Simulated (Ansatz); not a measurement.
# C₂H₂Zn: one species, many methods

An exercise on one series of results from a longer session: the logs are not shown, and one member is left open.

Computed with Ansatz 0.2.0, Gaussian basis. Level: functionals in def2-TZVPP, the program's frozen cores in correlated methods.

Plan: LDA (SPW92), PBE-D4, revPBE-D4, BLYP-D4, r2SCAN-D4, B97M-V, PBE0-D4, B3LYP-D4, r2SCANh-D4, r2SCAN0-D4, HSE06-D4, BHLYP-D4, CAM-B3LYP-D4, LC-ωPBE, ωB97X-V, ωB97M-V, B2PLYP, PBE-QIDH; CCSD(T)/def2-SVP; CCSD(T)/def2-TZVPP; MP2/def2-QZVPP; extrapolation to the limit; RPA on PBE.

### The geometry

An earlier PBE0-D4 in a triple-zeta def2 set relaxation fixed the geometry.

SMILES `C#[C][ZnH]`, 5 atoms, charge 0, spin multiplicity 1.

Atoms are counted from 1 here; the program's logs count them from 0.

Bond lengths: C1–C2 1.211 Å, C1–H4 1.066 Å, C2–Zn3 1.882 Å, Zn3–H5 1.528 Å. Angles: C2–C1–H4 180.0°, C1–C2–Zn3 179.8°, C2–Zn3–H5 179.9°.

Geometry (Å):

```xyz
5
charge 0, multiplicity 1
C    -1.2811    0.6310    0.6558
C    -0.2943    0.1426    0.1527
Zn    1.2400   -0.6120   -0.6337
H    -2.1503    1.0615    1.0988
H     2.4857   -1.2230   -1.2736
```

Set-up of the first run:

File in.yaml:

```yaml
crystal:
  periodic: [false, false, false]
  atoms:
    - {symbol: C, position_ang: [-1.281064, 0.630996, 0.655813]}
    - {symbol: C, position_ang: [-0.294314, 0.142576, 0.152678]}
    - {symbol: Zn, position_ang: [1.239995, -0.612042, -0.633672]}
    - {symbol: H, position_ang: [-2.150342, 1.061492, 1.098820]}
    - {symbol: H, position_ang: [2.485705, -1.223023, -1.273639]}
basis:
  gaussian: {orbitals: def2-TZVPP}
hamiltonian: {xc: lda}
output: {orbitals: {seedname: orbitals}}
```

Started as:

```sh
$ ansatz run in.yaml --threads 2 --pin off --events-out ev --progress --plain --max-ram 4352MiB
```

Steps of the session up to this table: LDA; PBE-D4 (GGA); revPBE-D4 (GGA); BLYP-D4 (GGA); r2SCAN-D4 (meta-GGA); B97M-V (meta-GGA); B3LYP-D4 (hybrid); r2SCANh-D4 (hybrid); r2SCAN0-D4 (hybrid); HSE06-D4 (hybrid); BHLYP-D4 (hybrid); CAM-B3LYP-D4 (range-separated); LC-ωPBE (range-separated); ωB97X-V (range-separated); ωB97M-V (range-separated); B2PLYP (double hybrid); PBE-QIDH (double hybrid).

One table of the session follows, with a row left open; its other results are not shown here.

It belongs to the step «Frontier levels by functional». 

| functional | HOMO (eV) | gap (eV) |
| --- | --- | --- |
| LDA (SPW92) | -7.08 | 5.16 |
| PBE-D4 | -6.87 | 5.17 |
| revPBE-D4 | -6.79 | 5.19 |
| BLYP-D4 | -6.70 | 5.06 |
| r2SCAN-D4 | -7.08 | 5.69 |
| B97M-V | -7.03 | 5.46 |
| PBE0-D4 | -8.03 | 7.13 |
| B3LYP-D4 | -7.78 | 6.61 |
| r2SCANh-D4 | -7.52 | 6.41 |
| r2SCAN0-D4 | ? | ? |
| HSE06-D4 | -7.62 | 6.36 |
| BHLYP-D4 | -9.02 | 8.81 |
| CAM-B3LYP-D4 | -9.39 | 9.30 |
| LC-ωPBE | -10.84 | 11.83 |
| ωB97X-V | -10.41 | 11.31 |
| ωB97M-V | -10.29 | 10.90 |

Q: Estimate the row for r2SCAN0-D4 from the others.

Worked estimate for «HOMO (eV)». Against the share of exact exchange, r2SCAN-D4 (0, -7.08), r2SCANh-D4 (0.1, -7.52) give a slope of -4.40 per unit share; at 0.25 the line stands at -8.18.

As computed: HOMO (eV): -8.18; gap (eV): 7.48. In «HOMO (eV)» the line misses by 0.00.
